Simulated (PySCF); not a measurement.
# Ge2 (triplet) under other conditions

How does Ge2 (triplet) answer to another spin, charge, distance or environment?

Program: PySCF 2.14.0. Level of theory: method and basis as typed in the scripts. These are calculated values, not measurements.

3 further runs of the same task are left out: 3 that didn't finish.

**1. The system as given**

Ge2 (triplet): 2 atoms, charge 0, spin multiplicity 3.

Bond lengths: Ge1–Ge2 2.204 Å.

**2. The base run**

input.py

```python
from pyscf import gto, dft
from pyscf.prop.polarizability import uhf as pol

mol = gto.M(
    atom='Ge 0 0 0; Ge 0 0 2.204',
    basis='ano-rcc-vdzp',
    charge=0,
    spin=2,
    verbose=4,
)
mf = dft.UKS(mol, xc='pbesol')
mf = mf.sfx2c1e()
mf.kernel()
print('polarizability (a.u.)')
print(pol.Polarizability(mf).polarizability().round(4))
mf.dip_moment()
print('orbital energies (hartree):', [e[max(0, n-3):n+3].round(4) for e, n in zip(mf.mo_energy, mol.nelec)])
```

Launch:

```sh
$ python input.py
```

Its log is not repeated here.

In short: E(SCF) = -4193.846038 Eh, 7 cycles, ⟨S²⟩ = 2.001, μ = 0.00 D, α(xx, yy, zz) = 36.2, 63.2, 93.4 bohr³.

The bond length is a typed value, not an optimised one. The triplet is typed in the script; nothing here shows that it is the ground state.

**3. Electric field 0.001 a.u.**

Run 1 changes electric field: none → 0.001 a.u.

input.py

```python
from pyscf import gto, dft
from pyscf.prop.polarizability import uhf as pol

mol = gto.M(
    atom='Ge 0 0 0; Ge 0 0 2.204',
    basis='ano-rcc-vdzp',
    charge=0,
    spin=2,
    verbose=4,
)
mf = dft.UKS(mol, xc='pbesol')
mf = mf.sfx2c1e()
field = 0.001  # electric field along z, atomic units
h = mf.get_hcore() + field*mol.intor('int1e_r')[2]
mf.get_hcore = lambda *args: h
e_nuc = mol.energy_nuc() - field*mol.atom_charges() @ mol.atom_coords()[:, 2]
mf.energy_nuc = lambda *args: e_nuc
mf.kernel()
print('polarizability (a.u.)')
print(pol.Polarizability(mf).polarizability().round(4))
mf.dip_moment()
print('orbital energies (hartree):', [e[max(0, n-3):n+3].round(4) for e, n in zip(mf.mo_energy, mol.nelec)])
```

Launch:

```sh
$ python input.py
```

**4. Bond 4.408 Å**

Run 2 changes bond length: 2.204 Å → 4.408 Å.

Changes to input.py since step 2:

```diff
@@ -4,3 +4,3 @@
 mol = gto.M(
-    atom='Ge 0 0 0; Ge 0 0 2.204',
+    atom='Ge 0 0 0; Ge 0 0 4.408',
     basis='ano-rcc-vdzp',
```

**5. Lengths in bohr**

Run 3 changes length unit: angstrom → bohr; bond length: 2.204 Å → 2.204 bohr.

Changes to input.py since step 2:

```diff
@@ -8,2 +8,3 @@
     spin=2,
+    unit='bohr',
     verbose=4,
```

**6. Bond 1.763 Å**

Run 4 changes bond length: 2.204 Å → 1.763 Å.

Changes to input.py since step 2:

```diff
@@ -4,3 +4,3 @@
 mol = gto.M(
-    atom='Ge 0 0 0; Ge 0 0 2.204',
+    atom='Ge 0 0 0; Ge 0 0 1.763',
     basis='ano-rcc-vdzp',
```

**Question.** What will these runs give? Wanted: for each run, E(SCF); from base; gap, α spin.

As calculated:

| run | E(SCF) (hartree) | from base (eV) | cycles | gap, α spin (eV) |
| --- | --- | --- | --- | --- |
| base | -4193.846038 | 0 | 7 | 2.47 |
| electric field 0.001 a.u. | -4193.846085 | -0.0013 | 9 | 2.47 |
| bond 4.408 Å | -4193.734754 | +3.0282 | 8 | 0.04 |
| lengths in bohr (poor choice) | -4191.793766 | not comparable | 9 | 3.46 |
| bond 1.763 Å | -4193.710525 | +3.6875 | 7 | 3.38 |

What this shows: Of the runs whose energies can be compared, “bond 1.763 Å” moves the SCF energy most (+3.688 eV). With bond 4.408 Å the frontier gap moves by over 1.5 eV, which can mean another electronic state rather than the bond length alone. Rows marked «poor choice» come from settings spoiled on purpose.
